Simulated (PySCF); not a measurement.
# AlSn: from the state search to spectroscopic constants

What are the lowest state that PBE0 finds, the bond length, vibrational wavenumber and bond energy of AlSn, and how much do these hang on the method?

Program: PySCF 2.14.0. Level of theory: Al x2c-SVPall, Sn x2c-SVPall, spin-free X2C with a Gaussian nucleus. These are calculated values, not measurements.

## Step 1: Input

Settings of the job:

```
atoms                         : Al, Sn
charge                        : 0
basis                         : Al x2c-SVPall, Sn x2c-SVPall
Hamiltonian                   : spin-free X2C with a Gaussian nucleus
basis functions               : 54
electrons treated             : 63
masses in u                   : 26.9815, 119.9022
levels                        : PBE0, PBE, r²SCAN, M06, PW91, r²SCAN0, ωB97X, HF, MP2, SCS-MP2, CCSD, CCSD(T)
grid                          : 80 radial by 434 angular points
occupations                   : held fixed by the projection of orbital angular momentum
dissociation limit            : Al + Sn, each in its ground configuration
starting distance in angstrom : 2.545
values of 2S to try           : 1, 3
```

The job searches for the state first and then visits each distance with every level. Its results follow level by level.

## Step 2: Search for the lowest state

At the starting distance of 2.545 Å the search finds these solutions (others can lie among them):

| 2Ms+1 | unpaired | term | E (eV) | ⟨S²⟩ | ⟨Lz²⟩ | μ (D) |
| --- | --- | --- | --- | --- | --- | --- |
| 4 | σ ↑, π ↑↑ | ⁴Σ⁻ | 0.00 | 3.75 | 0.00 | -0.62 |
| 2 | σ ↓, π ↑↑ | not assigned | 0.27 | 1.77 | 0.00 | -0.69 |
| 2 | π ↑ | ²Π | 1.03 | 0.78 | 1.00 | -1.10 |
| 2 | π ↑ | ²Π | 1.12 | 0.75 | 1.00 | 0.86 |
| 4 | π ↑↑↑ | ⁴Π | 2.26 | 3.76 | 1.00 | -0.24 |
| 4 | σ ↑, π ↑↑ | not assigned | 2.43 | 3.76 | 2.01 | 1.44 |

A term symbol stands only where ⟨S²⟩ and ⟨Lz²⟩ are near those of a pure state. A positive dipole means Al(−)Sn(+).

The most promising solutions are followed along the bond (rough minima from three points):

| 2Ms+1 | unpaired | R at minimum (Å) | energy at minimum (eV) |
| --- | --- | --- | --- |
| 4 | σ ↑, π ↑↑ | 2.65 | 0.00 |
| 2 | σ ↓, π ↑↑ | 2.63 | 0.28 |
| 2 | π ↑ | 2.90 | 0.80 |
| 2 | π ↑ | 2.49 | 1.05 |

The search made 6 SCF attempts at the starting distance; with the short scans it took 17 s of wall time (1 thread, shared host).

## Step 3: First curve: PBE0

State followed: ⁴Σ⁻ (quartet), unpaired electrons σ ↑, π ↑↑. The scan is laid around 2.652 Å.

The SCF at the reference distance, 2.652 Å, printed:

```text
******** <class 'pyscf.dft.uks_symm.SymAdaptedUKS'> ********
method = SymAdaptedUKS
initial guess = minao
damping factor = 0
level_shift factor = 0
DIIS = <class 'pyscf.scf.diis.CDIIS'>
diis_start_cycle = 1
diis_space = 10
diis_damp = 0
SCF conv_tol = 1e-09
SCF conv_tol_grad = None
SCF max_cycles = 60
direct_scf = False
max_memory 909 MB (current use 330 MB)
number electrons alpha = 33  beta = 30
XC library pyscf.dft.libxc version 7.0.0
    S. Lehtola, C. Steigemann, M. J.T. Oliveira, and M. A.L. Marques.,  SoftwareX 7, 1–5 (2018)
XC functionals = PBE0
    C. Adamo and V. Barone.,  J. Chem. Phys. 110, 6158 (1999)
    M. Ernzerhof and G. E. Scuseria.,  J. Chem. Phys. 110, 5029 (1999)
small_rho_cutoff = 0
Overwritten attributes  get_k get_occ get_j get_hcore get_jk  of <class 'pyscf.dft.uks_symm.SymAdaptedUKS'>
Set gradient conv threshold to 3.16228e-05
init E= -6418.14847699442
cycle= 1 E= -6418.13576600852  delta_E= 0.0127  |g|= 0.00772  |ddm|= 0.0665
cycle= 2 E= -6418.1358169498  delta_E= -5.09e-05  |g|= 0.0059  |ddm|= 0.0367
cycle= 3 E= -6418.13585485078  delta_E= -3.79e-05  |g|= 0.00125  |ddm|= 0.0174
cycle= 4 E= -6418.13585674055  delta_E= -1.89e-06  |g|= 0.0006  |ddm|= 0.0046
cycle= 5 E= -6418.13585777239  delta_E= -1.03e-06  |g|= 0.000252  |ddm|= 0.00316
cycle= 6 E= -6418.13585802256  delta_E= -2.5e-07  |g|= 5.96e-05  |ddm|= 0.00173
cycle= 7 E= -6418.13585803829  delta_E= -1.57e-08  |g|= 7.11e-06  |ddm|= 0.0006
cycle= 8 E= -6418.13585803842  delta_E= -1.21e-10  |g|= 1.99e-06  |ddm|= 4.76e-05
Extra cycle  E= -6418.13585803842  delta_E= -1.82e-12  |g|= 1.92e-06  |ddm|= 1.56e-05
converged SCF energy = -6418.13585803842  <S^2> = 3.7539434  2S+1 = 4.0019712
```

The curve and what changes along it:

| R (Å) | E (eV) | μ (D) | Mulliken charge of Al (e) | Mayer bond order | ⟨S²⟩ | HOMO (eV) | LUMO (eV) |
| --- | --- | --- | --- | --- | --- | --- | --- |
| 2.2807 | 0.6487 | -0.33 | 0.09 | 1.72 | 3.75 | -5.36 | -3.02 |
| 2.3868 | 0.2850 | -0.42 | 0.11 | 1.66 | 3.75 | -5.42 | -2.90 |
| 2.4929 | 0.0878 | -0.54 | 0.13 | 1.59 | 3.75 | -5.46 | -2.78 |
| 2.5724 | 0.0190 | -0.65 | 0.14 | 1.54 | 3.75 | -5.48 | -2.72 |
| 2.6520 | 0.0000 | -0.77 | 0.15 | 1.50 | 3.75 | -5.38 | -2.74 |
| 2.7316 | 0.0185 | -0.91 | 0.16 | 1.45 | 3.75 | -5.28 | -2.75 |
| 2.8376 | 0.0849 | -1.12 | 0.17 | 1.39 | 3.75 | -5.16 | -2.75 |
| 2.9702 | 0.2117 | -1.41 | 0.17 | 1.33 | 3.75 | -5.03 | -2.74 |
| 3.1294 | 0.3990 | -1.77 | 0.18 | 1.27 | 3.75 | -4.88 | -2.71 |
| 3.3415 | 0.6695 | -2.26 | 0.19 | 1.19 | 3.75 | -4.71 | -2.65 |

Fit: Re = 2.649 Å, ωe = 271.2 cm⁻¹, ωexe = 1.07 cm⁻¹, αe = 0.000592 cm⁻¹, Be = 0.1091 cm⁻¹, De = 2.26 eV, μ = -0.77 D.

Orbitals nearest the gap at 2.652 Å:

| spin | orbital | ε (eV) | filled | made of |
| --- | --- | --- | --- | --- |
| β | δ | -27.97 | yes | Sn d 100 % |
| β | π | -27.97 | yes | Sn d 100 % |
| β | π | -27.97 | yes | Sn d 100 % |
| α | σ | -13.12 | yes | Sn s 78 %, Al s 15 % |
| β | σ | -11.31 | yes | Sn s 73 %, Al s 21 % |
| α | σ | -9.04 | yes | Al s 66 %, Sn s 18 %, Sn p 15 % |
| β | σ | -7.70 | yes | Al s 68 %, Sn s 22 %, Sn p 9 % |
| α | σ | -5.49 | yes | Sn p 46 %, Al p 40 %, Al s 11 % |
| α | π | -5.38 | yes | Sn p 72 %, Al p 26 % |
| α | π | -5.38 | yes | Sn p 72 %, Al p 26 % |
| β | σ | -2.74 | no | Sn p 48 %, Al p 40 %, Al s 9 % |
| β | π | -2.63 | no | Sn p 54 %, Al p 45 % |
| α | π | -1.78 | no | Al p 72 %, Sn p 26 % |
| α | π | -1.78 | no | Al p 72 %, Sn p 26 % |

Polarisability there: 157.7 bohr³ along the bond, 58.1 across it. Without diffuse functions these come out too small, above all across the bond.

## Step 4: Higher solutions at PBE0

State 2: Ms = 0.5 determinant of mixed spin (⟨S²⟩ = 1.77), unpaired electrons σ ↓, π ↑↑, an excited solution.

The SCF at the reference distance, 2.652 Å, printed:

```text
[... 13 set-up lines left out, the same as in an earlier log ...]
max_memory 909 MB (current use 352 MB)
number electrons alpha = 32  beta = 31
[... 7 set-up lines left out, the same as in an earlier log ...]
init E= -6418.13849586006
cycle= 1 E= -6418.12515143886  delta_E= 0.0133  |g|= 0.0087  |ddm|= 0.0701
cycle= 2 E= -6418.12522798919  delta_E= -7.66e-05  |g|= 0.00584  |ddm|= 0.0363
cycle= 3 E= -6418.12526378465  delta_E= -3.58e-05  |g|= 0.00085  |ddm|= 0.0149
cycle= 4 E= -6418.12526456231  delta_E= -7.78e-07  |g|= 0.000959  |ddm|= 0.00535
cycle= 5 E= -6418.12526594365  delta_E= -1.38e-06  |g|= 0.000158  |ddm|= 0.00276
cycle= 6 E= -6418.12526605137  delta_E= -1.08e-07  |g|= 3.83e-05  |ddm|= 0.00114
cycle= 7 E= -6418.12526605714  delta_E= -5.77e-09  |g|= 5.07e-06  |ddm|= 0.000347
cycle= 8 E= -6418.1252660572  delta_E= -6.09e-11  |g|= 8.75e-07  |ddm|= 2.83e-05
Extra cycle  E= -6418.12526605719  delta_E= 3.64e-12  |g|= 5.39e-07  |ddm|= 5.03e-06
converged SCF energy = -6418.12526605719  <S^2> = 1.7735789  2S+1 = 2.8450511
```

Re = 2.626 Å, ωe = 283.4 cm⁻¹; the determinant mixes terms (⟨S²⟩ = 1.77, ⟨Lz²⟩ = 0.00), so these belong to no real state. Its minimum lies 0.29 eV above that of the lowest state.

State 3: ²Π (doublet), unpaired electrons π ↑, an excited solution.

Log of the SCF at 2.652 Å:

```text
[... 13 set-up lines left out, the same as in an earlier log ...]
max_memory 909 MB (current use 353 MB)
[... 8 set-up lines left out, the same as in an earlier log ...]
init E= -6418.10779752394
cycle= 1 E= -6418.10071215706  delta_E= 0.00709  |g|= 0.00727  |ddm|= 0.0688
cycle= 2 E= -6418.10076779449  delta_E= -5.56e-05  |g|= 0.00471  |ddm|= 0.0651
cycle= 3 E= -6418.10079570338  delta_E= -2.79e-05  |g|= 0.00123  |ddm|= 0.0221
cycle= 4 E= -6418.10079705243  delta_E= -1.35e-06  |g|= 0.000153  |ddm|= 0.00369
cycle= 5 E= -6418.10079714323  delta_E= -9.08e-08  |g|= 9.75e-05  |ddm|= 0.00106
cycle= 6 E= -6418.10079716111  delta_E= -1.79e-08  |g|= 1.83e-05  |ddm|= 0.000502
cycle= 7 E= -6418.10079716284  delta_E= -1.73e-09  |g|= 3.35e-06  |ddm|= 0.000184
cycle= 8 E= -6418.10079716287  delta_E= -2.82e-11  |g|= 9.54e-07  |ddm|= 2.9e-05
Extra cycle  E= -6418.10079716287  delta_E= -6.37e-12  |g|= 6.43e-07  |ddm|= 9.05e-06
converged SCF energy = -6418.10079716287  <S^2> = 0.75276703  2S+1 = 2.0027651
```

Re = 2.894 Å, ωe = 223.0 cm⁻¹, ωexe = 0.711 cm⁻¹, αe = 0.000438 cm⁻¹, Be = 0.09137 cm⁻¹, μ = 0.06 D. Its minimum lies 0.80 eV above that of the lowest state.

State 4: ²Π (doublet), unpaired electrons π ↑, an excited solution.

Output of the SCF at 2.652 Å:

```text
[... 22 set-up lines left out, the same as in an earlier log ...]
init E= -6418.11108561632
cycle= 1 E= -6418.0935184642  delta_E= 0.0176  |g|= 0.00965  |ddm|= 0.0651
cycle= 2 E= -6418.0935224879  delta_E= -4.02e-06  |g|= 0.0113  |ddm|= 0.0513
cycle= 3 E= -6418.0936482242  delta_E= -0.000126  |g|= 0.00569  |ddm|= 0.0323
cycle= 4 E= -6418.09369657169  delta_E= -4.83e-05  |g|= 0.00132  |ddm|= 0.0133
cycle= 5 E= -6418.09371855446  delta_E= -2.2e-05  |g|= 0.00104  |ddm|= 0.0128
cycle= 6 E= -6418.09375197233  delta_E= -3.34e-05  |g|= 0.000647  |ddm|= 0.0272
cycle= 7 E= -6418.09376678433  delta_E= -1.48e-05  |g|= 0.000445  |ddm|= 0.0206
cycle= 8 E= -6418.09377363021  delta_E= -6.85e-06  |g|= 0.000221  |ddm|= 0.0173
cycle= 9 E= -6418.09377517013  delta_E= -1.54e-06  |g|= 6.75e-05  |ddm|= 0.00991
cycle= 10 E= -6418.09377525346  delta_E= -8.33e-08  |g|= 2.95e-05  |ddm|= 0.00185
cycle= 11 E= -6418.09377526464  delta_E= -1.12e-08  |g|= 6.49e-06  |ddm|= 0.00075
cycle= 12 E= -6418.09377526501  delta_E= -3.78e-10  |g|= 9.99e-07  |ddm|= 0.000117
Extra cycle  E= -6418.09377526501  delta_E= 2.73e-12  |g|= 1.92e-06  |ddm|= 6.88e-06
converged SCF energy = -6418.09377526501  <S^2> = 0.82326857  2S+1 = 2.0719735
```

Re = 2.479 Å, ωe = 323 cm⁻¹, ωexe = 2.35 cm⁻¹, αe = 0.000752 cm⁻¹, Be = 0.1245 cm⁻¹, μ = -1.08 D. Its minimum lies 1.05 eV above that of the lowest state.

Energy (eV) from the lowest point of the lowest state:

| R (Å) | lowest | state 2 | state 3 | state 4 |
| --- | --- | --- | --- | --- |
| 2.281 | 0.649 | 0.893 | 2.319 | 1.265 |
| 2.387 | 0.285 | 0.540 | 1.712 | 1.089 |
| 2.493 | 0.088 | 0.355 | 1.303 | 1.049 |
| 2.572 | 0.019 | 0.296 | 1.096 | 1.080 |
| 2.652 | 0.000 | 0.288 | 0.954 | 1.145 |
| 2.732 | 0.018 | 0.318 | 0.864 | 1.231 |
| 2.838 | 0.085 | 0.398 | 0.808 | 1.359 |
| 2.970 | 0.212 | 0.541 | 0.812 | 1.518 |
| 3.129 | 0.399 | 0.741 | 0.890 | 1.692 |
| 3.341 | 0.670 | 1.016 | 1.064 | 1.878 |

## Step 5: PBE (GGA)

The SCF at the reference distance, 2.652 Å, printed:

```text
[... 17 set-up lines left out, the same as in an earlier log ...]
XC functionals = PBE
    J. P. Perdew, K. Burke, and M. Ernzerhof.,  Phys. Rev. Lett. 77, 3865 (1996)
    J. P. Perdew, K. Burke, and M. Ernzerhof.,  Phys. Rev. Lett. 78, 1396 (1997)
    J. P. Perdew, K. Burke, and M. Ernzerhof.,  Phys. Rev. Lett. 77, 3865 (1996)
    J. P. Perdew, K. Burke, and M. Ernzerhof.,  Phys. Rev. Lett. 78, 1396 (1997)
[... 2 set-up lines left out, the same as in an earlier log ...]
init E= -6418.03004572503
cycle= 1 E= -6418.03062051922  delta_E= -0.000575  |g|= 0.0221  |ddm|= 0.138
cycle= 2 E= -6418.02613819849  delta_E= 0.00448  |g|= 0.0583  |ddm|= 0.208
cycle= 3 E= -6418.03116670969  delta_E= -0.00503  |g|= 0.00503  |ddm|= 0.169
cycle= 4 E= -6418.03120694737  delta_E= -4.02e-05  |g|= 0.000485  |ddm|= 0.0155
cycle= 5 E= -6418.03120726179  delta_E= -3.14e-07  |g|= 0.000148  |ddm|= 0.00184
cycle= 6 E= -6418.03120728796  delta_E= -2.62e-08  |g|= 6.11e-05  |ddm|= 0.000412
cycle= 7 E= -6418.0312072939  delta_E= -5.94e-09  |g|= 8.19e-06  |ddm|= 0.000225
cycle= 8 E= -6418.03120729401  delta_E= -1.12e-10  |g|= 5.42e-07  |ddm|= 2.3e-05
Extra cycle  E= -6418.03120729401  delta_E= 9.09e-13  |g|= 6.85e-07  |ddm|= 3.63e-06
converged SCF energy = -6418.03120729401  <S^2> = 3.751287  2S+1 = 4.0006435
```

Re = 2.671 Å, ωe = 260.8 cm⁻¹, ωexe = 1.11 cm⁻¹, αe = 0.000609 cm⁻¹, Be = 0.1073 cm⁻¹, De = 2.41 eV, μ = -0.49 D.

## Step 6: r²SCAN (meta-GGA)

The SCF at the reference distance, 2.652 Å, printed:

```text
[... 17 set-up lines left out, the same as in an earlier log ...]
XC functionals = R2SCAN
    J. W. Furness, A. D. Kaplan, J. Ning, J. P. Perdew, and J. Sun.,  J. Phys. Chem. Lett. 11, 8208-8215 (2020)
    J. W. Furness, A. D. Kaplan, J. Ning, J. P. Perdew, and J. Sun.,  J. Phys. Chem. Lett. 11, 9248-9248 (2020)
    J. W. Furness, A. D. Kaplan, J. Ning, J. P. Perdew, and J. Sun.,  J. Phys. Chem. Lett. 11, 8208-8215 (2020)
    J. W. Furness, A. D. Kaplan, J. Ning, J. P. Perdew, and J. Sun.,  J. Phys. Chem. Lett. 11, 9248-9248 (2020)
[... 2 set-up lines left out, the same as in an earlier log ...]
init E= -6418.57251679048
cycle= 1 E= -6418.57308563258  delta_E= -0.000569  |g|= 0.00922  |ddm|= 0.121
cycle= 2 E= -6418.57295185229  delta_E= 0.000134  |g|= 0.0118  |ddm|= 0.0537
cycle= 3 E= -6418.57311647624  delta_E= -0.000165  |g|= 0.0068  |ddm|= 0.047
cycle= 4 E= -6418.57317505413  delta_E= -5.86e-05  |g|= 0.000657  |ddm|= 0.0185
cycle= 5 E= -6418.57317605509  delta_E= -1e-06  |g|= 0.000355  |ddm|= 0.00339
cycle= 6 E= -6418.57317633103  delta_E= -2.76e-07  |g|= 4.77e-05  |ddm|= 0.00205
cycle= 7 E= -6418.57317633535  delta_E= -4.32e-09  |g|= 9.99e-06  |ddm|= 0.00025
cycle= 8 E= -6418.57317633559  delta_E= -2.4e-10  |g|= 1.57e-06  |ddm|= 7.93e-05
Extra cycle  E= -6418.57317633559  delta_E= 9.09e-13  |g|= 1.88e-06  |ddm|= 9.24e-06
converged SCF energy = -6418.57317633559  <S^2> = 3.7554353  2S+1 = 4.0027167
```

Re = 2.648 Å, ωe = 271.6 cm⁻¹, ωexe = 1.14 cm⁻¹, αe = 0.000608 cm⁻¹, Be = 0.1091 cm⁻¹, De = 2.36 eV, μ = -0.80 D.

## Step 7: M06

Output of the SCF at 2.652 Å:

```text
[... 17 set-up lines left out, the same as in an earlier log ...]
XC functionals = M06
    Y. Zhao and D. G. Truhlar.,  Theor. Chem. Acc. 120, 215 (2008)
    Y. Zhao and D. G. Truhlar.,  Theor. Chem. Acc. 120, 215 (2008)
[... 2 set-up lines left out, the same as in an earlier log ...]
init E= -6418.67273701128
cycle= 1 E= -6418.67408113949  delta_E= -0.00134  |g|= 0.0223  |ddm|= 0.177
cycle= 2 E= -6418.67276308358  delta_E= 0.00132  |g|= 0.0376  |ddm|= 0.169
cycle= 3 E= -6418.67486271758  delta_E= -0.0021  |g|= 0.00286  |ddm|= 0.108
cycle= 4 E= -6418.67487642104  delta_E= -1.37e-05  |g|= 0.00109  |ddm|= 0.0103
cycle= 5 E= -6418.67488085468  delta_E= -4.43e-06  |g|= 0.000381  |ddm|= 0.00822
cycle= 6 E= -6418.67488124661  delta_E= -3.92e-07  |g|= 0.000106  |ddm|= 0.00212
cycle= 7 E= -6418.67488129005  delta_E= -4.34e-08  |g|= 1.9e-05  |ddm|= 0.000823
cycle= 8 E= -6418.67488129156  delta_E= -1.5e-09  |g|= 7.63e-06  |ddm|= 0.000129
cycle= 9 E= -6418.67488129174  delta_E= -1.82e-10  |g|= 8.81e-07  |ddm|= 6.49e-05
Extra cycle  E= -6418.67488129174  delta_E= 1.82e-12  |g|= 6.42e-07  |ddm|= 8.01e-06
converged SCF energy = -6418.67488129174  <S^2> = 3.7510503  2S+1 = 4.0005251
```

Re = 2.634 Å, ωe = 279.0 cm⁻¹, ωexe = 1.14 cm⁻¹, αe = 0.000599 cm⁻¹, Be = 0.1103 cm⁻¹, De = 2.25 eV, μ = -0.48 D. 16 s of CPU time for 12 points, integrals apart.

## Step 8: PW91 (GGA)

Log of the SCF at 2.652 Å:

```text
[... 13 set-up lines left out, the same as in an earlier log ...]
max_memory 909 MB (current use 354 MB)
[... 3 set-up lines left out, the same as in an earlier log ...]
XC functionals = PW91,PW91
    J. P. Perdew. In P. Ziesche and H. Eschrig, editors, Proceedings of the 75. WE-Heraeus-Seminar and 21st Annual International Symposium on Electronic Structure of Solids, 11. Berlin, 1991. Akademie Verlag.
    J. P. Perdew, J. A. Chevary, S. H. Vosko, K. A. Jackson, M. R. Pederson, D. J. Singh, and C. Fiolhais.,  Phys. Rev. B 46, 6671 (1992)
    J. P. Perdew, J. A. Chevary, S. H. Vosko, K. A. Jackson, M. R. Pederson, D. J. Singh, and C. Fiolhais.,  Phys. Rev. B 48, 4978 (1993)
    J. P. Perdew. In P. Ziesche and H. Eschrig, editors, Proceedings of the 75. WE-Heraeus-Seminar and 21st Annual International Symposium on Electronic Structure of Solids, 11. Berlin, 1991. Akademie Verlag.
    J. P. Perdew, J. A. Chevary, S. H. Vosko, K. A. Jackson, M. R. Pederson, D. J. Singh, and C. Fiolhais.,  Phys. Rev. B 46, 6671 (1992)
    J. P. Perdew, J. A. Chevary, S. H. Vosko, K. A. Jackson, M. R. Pederson, D. J. Singh, and C. Fiolhais.,  Phys. Rev. B 48, 4978 (1993)
[... 2 set-up lines left out, the same as in an earlier log ...]
init E= -6419.05672527523
cycle= 1 E= -6419.05755364884  delta_E= -0.000828  |g|= 0.0179  |ddm|= 0.154
cycle= 2 E= -6419.05453084916  delta_E= 0.00302  |g|= 0.0478  |ddm|= 0.169
cycle= 3 E= -6419.05791688549  delta_E= -0.00339  |g|= 0.00397  |ddm|= 0.138
cycle= 4 E= -6419.05794272474  delta_E= -2.58e-05  |g|= 0.000389  |ddm|= 0.0125
cycle= 5 E= -6419.05794296267  delta_E= -2.38e-07  |g|= 0.000142  |ddm|= 0.00176
cycle= 6 E= -6419.05794299424  delta_E= -3.16e-08  |g|= 4.21e-05  |ddm|= 0.000492
cycle= 7 E= -6419.05794299623  delta_E= -1.99e-09  |g|= 6.55e-06  |ddm|= 0.00012
cycle= 8 E= -6419.05794299629  delta_E= -6.37e-11  |g|= 9.13e-07  |ddm|= 1.92e-05
Extra cycle  E= -6419.05794299629  delta_E= -1.82e-12  |g|= 1.91e-06  |ddm|= 7.75e-06
converged SCF energy = -6419.05794299629  <S^2> = 3.7512538  2S+1 = 4.0006269
```

Re = 2.668 Å, ωe = 261.1 cm⁻¹, ωexe = 1.11 cm⁻¹, αe = 0.000611 cm⁻¹, Be = 0.1075 cm⁻¹, De = 2.43 eV, μ = -0.53 D.

## Step 9: r²SCAN0 (hybrid meta-GGA)

Output of the SCF at 2.652 Å:

```text
[... 17 set-up lines left out, the same as in an earlier log ...]
XC functionals = HYB_MGGA_XC_R2SCAN0
    M. Bursch, H. Neugebauer, S. Ehlert, and S. Grimme.,  J. Chem. Phys. 156, 134105 (2022)
[... 2 set-up lines left out, the same as in an earlier log ...]
init E= -6418.54926467492
cycle= 1 E= -6418.54959638438  delta_E= -0.000332  |g|= 0.00896  |ddm|= 0.0874
cycle= 2 E= -6418.54948764553  delta_E= 0.000109  |g|= 0.0128  |ddm|= 0.0642
cycle= 3 E= -6418.54972568423  delta_E= -0.000238  |g|= 0.00102  |ddm|= 0.0359
cycle= 4 E= -6418.54972775014  delta_E= -2.07e-06  |g|= 0.000552  |ddm|= 0.00553
cycle= 5 E= -6418.54972846783  delta_E= -7.18e-07  |g|= 0.000144  |ddm|= 0.0036
cycle= 6 E= -6418.54972852643  delta_E= -5.86e-08  |g|= 3.85e-05  |ddm|= 0.00115
cycle= 7 E= -6418.54972853453  delta_E= -8.1e-09  |g|= 1.4e-05  |ddm|= 0.000313
cycle= 8 E= -6418.54972853583  delta_E= -1.29e-09  |g|= 5.4e-06  |ddm|= 0.000142
cycle= 9 E= -6418.54972853602  delta_E= -1.96e-10  |g|= 9.55e-07  |ddm|= 6.38e-05
Extra cycle  E= -6418.54972853602  delta_E= 2.73e-12  |g|= 4.25e-07  |ddm|= 5.84e-06
converged SCF energy = -6418.54972853602  <S^2> = 3.7584401  2S+1 = 4.0042178
```

Re = 2.638 Å, ωe = 276.2 cm⁻¹, ωexe = 1.09 cm⁻¹, αe = 0.000593 cm⁻¹, Be = 0.1100 cm⁻¹, De = 2.25 eV, μ = -1.03 D.

## Step 10: ωB97X

Log of the SCF at 2.652 Å:

```text
[... 17 set-up lines left out, the same as in an earlier log ...]
XC functionals = WB97X
    J.-D. Chai and M. Head-Gordon.,  J. Chem. Phys. 128, 084106 (2008)
[... 2 set-up lines left out, the same as in an earlier log ...]
init E= -6418.7651292551
cycle= 1 E= -6418.7672010109  delta_E= -0.00207  |g|= 0.0112  |ddm|= 0.192
cycle= 2 E= -6418.76747663847  delta_E= -0.000276  |g|= 0.00431  |ddm|= 0.0637
cycle= 3 E= -6418.76753681523  delta_E= -6.02e-05  |g|= 0.00144  |ddm|= 0.0339
cycle= 4 E= -6418.7675446538  delta_E= -7.84e-06  |g|= 0.000711  |ddm|= 0.00822
cycle= 5 E= -6418.76754810614  delta_E= -3.45e-06  |g|= 0.000285  |ddm|= 0.00621
cycle= 6 E= -6418.76754879743  delta_E= -6.91e-07  |g|= 0.000109  |ddm|= 0.00313
cycle= 7 E= -6418.76754888999  delta_E= -9.26e-08  |g|= 3.48e-05  |ddm|= 0.00128
cycle= 8 E= -6418.76754889754  delta_E= -7.55e-09  |g|= 1.49e-05  |ddm|= 0.000306
cycle= 9 E= -6418.76754889869  delta_E= -1.15e-09  |g|= 7.81e-06  |ddm|= 0.000117
cycle= 10 E= -6418.76754889905  delta_E= -3.57e-10  |g|= 1.91e-06  |ddm|= 8.82e-05
Extra cycle  E= -6418.76754889906  delta_E= -1.64e-11  |g|= 1.11e-06  |ddm|= 8.94e-06
converged SCF energy = -6418.76754889906  <S^2> = 3.7580823  2S+1 = 4.0040391
```

Re = 2.612 Å, ωe = 286.8 cm⁻¹, ωexe = 1.05 cm⁻¹, αe = 0.000575 cm⁻¹, Be = 0.1121 cm⁻¹, De = 2.04 eV, μ = -0.96 D.

## Step 11: UHF (mean field)

Log of the SCF at 2.652 Å:

```text
******** <class 'pyscf.scf.uhf_symm.SymAdaptedUHF'> ********
method = SymAdaptedUHF
[... 13 set-up lines left out, the same as in an earlier log ...]
Overwritten attributes  get_k get_occ get_j get_hcore get_jk  of <class 'pyscf.scf.uhf_symm.SymAdaptedUHF'>
[... 1 set-up line left out, the same as in an earlier log ...]
init E= -6415.34642895412
cycle= 1 E= -6415.35502637469  delta_E= -0.0086  |g|= 0.0221  |ddm|= 0.296
cycle= 2 E= -6415.35605446893  delta_E= -0.00103  |g|= 0.00986  |ddm|= 0.103
cycle= 3 E= -6415.35648144279  delta_E= -0.000427  |g|= 0.00538  |ddm|= 0.0612
cycle= 4 E= -6415.3566266276  delta_E= -0.000145  |g|= 0.00338  |ddm|= 0.0333
cycle= 5 E= -6415.35672765563  delta_E= -0.000101  |g|= 0.00187  |ddm|= 0.0337
cycle= 6 E= -6415.35676199105  delta_E= -3.43e-05  |g|= 0.000842  |ddm|= 0.0223
cycle= 7 E= -6415.3567684483  delta_E= -6.46e-06  |g|= 0.000464  |ddm|= 0.00943
cycle= 8 E= -6415.35677043136  delta_E= -1.98e-06  |g|= 0.000211  |ddm|= 0.0061
cycle= 9 E= -6415.35677087907  delta_E= -4.48e-07  |g|= 4.38e-05  |ddm|= 0.00387
cycle= 10 E= -6415.3567708912  delta_E= -1.21e-08  |g|= 8.52e-06  |ddm|= 0.000628
cycle= 11 E= -6415.35677089146  delta_E= -2.58e-10  |g|= 3.95e-06  |ddm|= 6.17e-05
Extra cycle  E= -6415.3567708915  delta_E= -4.18e-11  |g|= 2.57e-06  |ddm|= 1.45e-05
converged SCF energy = -6415.3567708915  <S^2> = 3.772543  2S+1 = 4.0112557
```

Re = 2.719 Å, ωe = 244.2 cm⁻¹, ωexe = 1.09 cm⁻¹, αe = 0.000601 cm⁻¹, Be = 0.1035 cm⁻¹, De = 1.37 eV, μ = -1.87 D. 2.4 s of CPU time for 12 points, integrals apart.

[end of part 1 of 2]
